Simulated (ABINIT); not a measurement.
Runs of ABINIT 10.8.3 (patched build) on TaTe. It takes space group Pm-3m (No. 221, cubic). The conventional cell has a = 3.420 Å, b = 3.420 Å, c = 3.420 Å, α = 90.00°, β = 90.00°, γ = 90.00°. Ta (site symmetry m-3m) has 8 Te at 2.96 Å as nearest neighbours. Te (site symmetry m-3m) is surrounded by 8 Ta at 2.96 Å. The cell was built by a generator and needn't be a form met in nature.

| potentials or basis | cutoff (eV) | fine-grid cutoff | V0 of scaled cells (Å³/atom) | B0 (GPa) |
| --- | --- | --- | --- | --- |
| SG15 NC PBE v1.2 | 816 | - | 20.08 | 147 |
| Ansatz NC PBE | 1116 | - | 20.01 | 146 |
| PseudoDojo NC SR PBE v0.4.1 standard | 1088 | - | (b) | 146 |
| SPMS NC PBE v1.0 | 707 | - | (a) | 147 |
| JTH PAW PBE v2.0 | 517 | 1034.03 eV | 20.18 | 147 |

Alike in all rows: task equation of state; level PBE; no spin polarisation; cell as given; k mesh 6 × 6 × 6; smearing fermi-dirac 0.05 eV.

Q: Estimate the missing entries.

A: (a) 20.05; (b) 20.07.

Caveats: pressures at fixed basis lie under the slope of the energies.
